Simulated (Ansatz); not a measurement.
# Hf2TaN2: the cost of one run

Computed with Ansatz 0.2.0 (DFT PBE, scalar-relativistic, plane waves, PAW, unless a step's input says otherwise).

### 1 The structure to begin with

It takes space group R-3m (No. 166, trigonal). Conventional cell: a = 4.202 Å, b = 4.202 Å, c = 15.541 Å, α = 90.00°, β = 90.00°, γ = 120.00°. Around Hf (site symmetry 3m) lie 1 N at 1.82 Å. Ta (site symmetry -3m) has 6 N at 2.49 Å and 6 Hf at 2.74 Å as nearest neighbours. N (site symmetry 3m) has 4 Hf at 1.82 to 2.53 Å and 3 Ta at 2.49 Å as nearest neighbours.

Coordinates:

```xyz
5
Lattice="2.1010 1.2130 5.1803 -2.1010 1.2130 5.1803 0.0000 -2.4260 5.1803" Properties=species:S:1:pos:R:3 pbc="T T T"
Hf    0.0000    0.0000    9.0933
Hf    0.0000    0.0000    6.4475
Ta    0.0000    0.0000    0.0000
N     0.0000    0.0000   10.9150
N     0.0000    0.0000    4.6258
```

The cell is invented: random cell by space group and Wyckoff sites (R-3m, No. 166). Its size is a rough estimate.

### 2 The guess as it stands, on a coarse mesh

Input file input.yaml:

```yaml
crystal:
  lattice:
    - [2.10101881, 1.21302378, 5.18026439]
    - [-2.10101881, 1.21302378, 5.18026439]
    - [0.0, -2.42604755, 5.18026439]
  atoms:
    - { symbol: Hf, position: [0.58512547, 0.58512547, 0.58512547] }
    - { symbol: Hf, position: [0.41487453, 0.41487453, 0.41487453] }
    - { symbol: Ta, position: [0.0, 0.0, 0.0] }
    - { symbol: "N", position: [0.70234457, 0.70234457, 0.70234457] }
    - { symbol: "N", position: [0.29765543, 0.29765543, 0.29765543] }
basis:
  ecutwfc: 420
kpoints:
  mp_grid: { grid: [6, 6, 6] }
hamiltonian:
  xc: pbe
scf:
  occupations: { method: gaussian, width: 0.1 }
  lower_state_search: "off"
output:
  forces: true
  stress: true
  eigenvalues: true
```

Started as:

```sh
$ ansatz run input.yaml --threads 1 --pin off --max-ram 2560MiB --backend cpu --events-out ev --progress --plain --runs-dir out
```

What time and memory should one allow on 1 thread of Intel Xeon at 2.50GHz (Skylake/Cascade Lake), shared host?

About 10 s, with a peak of 0.46 GiB.
